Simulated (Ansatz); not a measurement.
# SiGeH₃+ (triplet): wave-function methods side by side, cc-pVDZ

How much of the correlation energy of SiGeH₃+ (triplet) does each wave-function method recover here?

Computed with Ansatz 0.2.0, Gaussian basis. Level: cc-pVDZ, core rule «outside noble gas», up to 19 orbitals frozen.

To be run: UHF; CCSD(T) on ROHF; CCSD(T) on UHF; BCCD(T) on ROHF; CISD; CCSDT(Q) on ROHF; CCSDT(Q) on UHF.

20 further runs of the same task are left out: 5 that didn't finish, 15 set aside as unsound or not needed.

## 1. The geometry

The geometry is a PBE0/def2-TZVP stationary point (not a proven minimum) of the parent state, kept for this charge and spin. No spin-orbit coupling is included. The filled d shell of Ge may be among the frozen orbitals whatever the setting's name suggests; the logs give the count.

5 atoms, charge 1, spin multiplicity 3.

Atoms are counted from 1 here; the program's logs count them from 0.

Bond lengths: Si1–Ge2 2.323 Å, Si1–H3 1.524 Å, Ge2–H4 1.547 Å, Ge2–H5 1.546 Å. Angles: Ge2–Si1–H3 89.7°, Si1–Ge2–H4 127.4°, Si1–Ge2–H5 123.9°, H4–Ge2–H5 106.5°.

Coordinates:

```xyz
5
GeH3Si
Si   -0.02914    0.09110    1.68634
Ge    0.01287   -0.01556   -0.63358
H     0.23411   -1.40902    1.75233
H    -0.32665   -1.23356   -1.52563
H    -0.02289    1.22573   -1.55439
```

## 2. UHF

in.yaml reads:

```yaml
crystal:
  periodic: [false, false, false]
  atoms:
    - {symbol: Si, position_ang: [-0.029136, 0.091097, 1.686343]}
    - {symbol: Ge, position_ang: [0.012867, -0.015562, -0.633584]}
    - {symbol: H, position_ang: [0.234107, -1.409018, 1.752329]}
    - {symbol: H, position_ang: [-0.326649, -1.233564, -1.525626]}
    - {symbol: H, position_ang: [-0.022892, 1.225734, -1.554392]}
basis:
  gaussian: {orbitals: cc-pVDZ}
total_charge: 1
magnetization: {spin_polarized: true, initial_magnetization: 2}
hamiltonian: {xc: hf}
output: {orbitals: {seedname: orbitals}}
```

The run is started by

```
$ ansatz run in.yaml --threads 1 --pin off --events-out ev --progress --plain --max-ram 2393MiB
```

Further steps of the session: CCSD(T) on ROHF; CCSD(T) on UHF; BCCD(T) on ROHF; CISD; CCSDT(Q) on ROHF; CCSDT(Q) on UHF.

Before running them: what should the planned runs give, taken together? Wanted: UCCSDT(Q) below the RHF energy; RMP2 from UCCSDT(Q); UMP2 from UCCSDT(Q); RCCSD from UCCSDT(Q); RCCSD(T) from UCCSDT(Q); UCCSD(T) from UCCSDT(Q); RCCSDT(Q) from UCCSDT(Q); T1 diagnostic.

**Answer**, as computed:

| quantity | value |
| --- | --- |
| UCCSDT(Q) below the RHF energy | -5.1086 eV |
| RMP2 from UCCSDT(Q) | +1249.1 meV |
| UMP2 from UCCSDT(Q) | +1249.6 meV |
| RCCSD from UCCSDT(Q) | +208.8 meV |
| RCCSD(T) from UCCSDT(Q) | +54.0 meV |
| UCCSD(T) from UCCSDT(Q) | +52.8 meV |
| RCCSDT(Q) from UCCSDT(Q) | +1.6 meV |
| levels within 1 kcal/mol (43 meV) | RCCSDT, UCCSDT, RCCSDT(Q) |
| T1 diagnostic | 0.032 |

RCCSD(T) lands +54.0 meV from the yardstick (1.1 % of the correlation energy). These misses are within one basis, not against nature; the frozen cores of restricted and unrestricted runs differ, which can shift their rows.
